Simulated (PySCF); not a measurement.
# C2H7AsBN: the cost of one run

Programs: PySCF 2.14.0, with density-fitted response routines of our own. Each step states its level of theory. These are calculated values for one molecule in the gas phase, unless marked as measured. Atoms are numbered from 0 throughout.

## 1. Starting geometry

12 atoms, charge 0, multiplicity 1; geometry from: GFN2-xTB.

Bonds of the start (Å): B0–N1 1.38, N1–C2 1.45, C2–C3 1.52, C3–As4 2.00, As4–B0 2.03, B0–H5 1.17, N1–H6 1.01, C2–H7 1.10, C2–H8 1.10, C3–H9 1.09, C3–H10 1.09, As4–H11 1.52.

## 2. TDDFT and polarisability: CAM-B3LYP/def2-SVPD

Job settings and geometry (Å):

```
{"job": {"kind": "uv", "xc": "CAM-B3LYP", "basis": "def2-SVPD", "nstates": 8, "ntriplets": 3}, "charge": 0, "multiplicity": 1}
B      1.128773     1.093569     0.351134
N     -0.182279     1.194135    -0.051385
C     -0.959634     0.003386    -0.350227
C     -0.337747    -1.181486     0.381130
As     1.631186    -0.868647     0.536243
H      1.765949     2.060824     0.527215
H     -0.663309     2.060341    -0.246180
H     -2.006480     0.154530    -0.058987
H     -0.939485    -0.174612    -1.436075
H     -0.578149    -2.121755    -0.117660
H     -0.734113    -1.238415     1.400200
H      1.876486    -0.982554    -0.961434
```

With the program's defaults for keys left out, this is: TDDFT CAM-B3LYP/def2-SVPD, vertical, gas phase, core orbitals frozen in the response.

Started as:

```
OMP_NUM_THREADS=1 python probes_run.py task.json out
```

The driver reads the jobs from task.json and runs them one after another.

**Question.** How long does this first job take on 1 thread of Arm Neoverse V1, shared host, and how much memory does it need?

About 31 s, with a peak of 0.74 GiB.
